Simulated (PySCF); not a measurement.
# SiNBr: singlet, from a bent start

Aim: relax SiNBr as a singlet from a bent start, check by its vibrations whether the end is a minimum, and collect its spectrum and constants.

The runs use PySCF 2.14.0; PBE0, basis Si def2-TZVP, N def2-TZVP, Br def2-TZVP, no relativity, density fitting.

### Step 1. The system as given

3 atoms, charge 0, spin multiplicity 1.

Bond lengths: Si1–N2 1.670 Å, Si1–Br3 2.300 Å. Angles: N2–Si1–Br3 110.0°.

Coordinates in bohr (charge 0 multiplicity 1):
```
Si    0.0000    0.0000    0.0000
N    -2.5851    0.0000    1.8102
Br    3.5602    0.0000    2.4929
```

### Step 2. First SCF at the start

One driver script runs all steps and calls PySCF; scf.py shows how it sets up the SCF of each step. The optimiser is the driver's own. After this first run the driver tries any further starts and a stability analysis.

File scf.py:

```python
from pyscf import gto, scf, dft
mol = gto.M(atom='''
Si     0.000000     0.000000     0.000000
N     -1.368000     0.000000     0.957900
Br     1.884000     0.000000     1.319200''',
    basis={'Si': 'def2-TZVP', 'N': 'def2-TZVP', 'Br': 'def2-TZVP'},
    charge=0, spin=0)
mf = dft.RKS(mol, xc='PBE0')
mf.grids.atom_grid = (50, 194)
aux = {'Si': 'def2-universal-JKFIT', 'N': 'def2-universal-JKFIT', 'Br': 'def2-universal-JKFIT'}
mf = mf.density_fit(auxbasis=aux)
mf.conv_tol = 1e-08
mf.diis_space = 10
mf.max_cycle = 60
mf.init_guess = 'minao'
mf.verbose = 4
mf.kernel()
```

Launch:

```bash
$ OMP_NUM_THREADS=2 python axn.py task.json out
```

The runs that follow: Bent start, singlet: relaxation; Vibrations and properties at this point.

**Question.** What will these runs give? Wanted: minimum; geometry; wavenumbers; dipole moment; highest occupied, lowest empty level; polar-tensor charge of Si1; zero-point energy; atomisation energy.

The runs gave:

| quantity | value |
| --- | --- |
| minimum | singlet, C∞v |
| geometry | Si–Br 2.171 Å, Si–N 1.558 Å; Br–Si–N 180.0° |
| wavenumbers (cm⁻¹) | 129 (π), 395 (σ+), 1264 (σ+) |
| dipole moment | 4.62 D |
| highest occupied, lowest empty level | -7.76, -3.39 eV |
| polar-tensor charge of Si1 | +0.57 e |
| zero-point energy | 11.5 kJ/mol |
| entropy at 298.15 K | 271.8 J/(mol K) |
| atomisation energy (no zero-point energy) | 677 kJ/mol |

**Reading.** From Cs at the start the molecule goes to a C∞v minimum. The strongest infrared band lies at 395 cm⁻¹ (σ+, stretch). Other starts or spin states, not run here, may lie lower.
